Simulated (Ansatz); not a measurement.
# TiSb3P4: the cost of one run

Computed with Ansatz 0.2.0 (DFT PBE, scalar-relativistic, plane waves, PAW, unless a step's input says otherwise).

1 further run of the same task is left out (it didn't finish).

## (1) The starting structure

It takes space group Im-3m (No. 229, cubic). The conventional cell has a = 7.429 Å, b = 7.429 Å, c = 7.429 Å, α = 90.00°, β = 90.00°, γ = 90.00°. Ti (site symmetry m-3m) is surrounded by 8 P at 3.22 Å. Sb (site symmetry 4/mmm) is surrounded by 8 P at 3.22 Å. P (site symmetry -3m) is surrounded by 2 Ti at 3.22 Å and 6 Sb at 3.22 Å.

Structure file:

```
CELL_PARAMETERS angstrom
-3.71444 3.71444 3.71444
3.71444 -3.71444 3.71444
3.71444 3.71444 -3.71444
ATOMIC_POSITIONS crystal
Ti 0.00000 0.00000 0.00000
Sb 0.00000 0.50000 0.50000
Sb 0.50000 0.00000 0.50000
Sb 0.50000 0.50000 0.00000
P 0.50000 0.50000 0.50000
P 0.00000 0.00000 0.50000
P 0.00000 0.50000 0.00000
P 0.50000 0.00000 0.00000
```

Recipe of the guess: random cell by space group and Wyckoff sites (Im-3m, No. 229). Its size is a rough estimate.

## (2) Probe: one point on a coarse mesh

Input file input.yaml:

```yaml
crystal:
  lattice:
    - [-3.71443823, 3.71443823, 3.71443823]
    - [3.71443823, -3.71443823, 3.71443823]
    - [3.71443823, 3.71443823, -3.71443823]
  atoms:
    - { symbol: Ti, position: [0.0, 0.0, 0.0] }
    - { symbol: Sb, position: [0.0, 0.5, 0.5] }
    - { symbol: Sb, position: [0.5, 0.0, 0.5] }
    - { symbol: Sb, position: [0.5, 0.5, 0.0] }
    - { symbol: P, position: [0.5, 0.5, 0.5] }
    - { symbol: P, position: [0.0, 0.0, 0.5] }
    - { symbol: P, position: [0.0, 0.5, 0.0] }
    - { symbol: P, position: [0.5, 0.0, 0.0] }
basis:
  ecutwfc: 420
kpoints:
  mp_grid: { grid: [4, 4, 4] }
hamiltonian:
  xc: pbe
scf:
  occupations: { method: gaussian, width: 0.1 }
  lower_state_search: "off"
output:
  forces: true
  stress: true
  eigenvalues: true
```

Command:

```bash
$ ansatz run input.yaml --threads 1 --pin off --max-ram 2048MiB --backend cpu --events-out ev --progress --plain --runs-dir out
```

What time and memory should one allow on 1 thread of AMD EPYC 7B13 (Zen 3), shared host?

About 3.6 s, with a peak of 0.53 GiB.
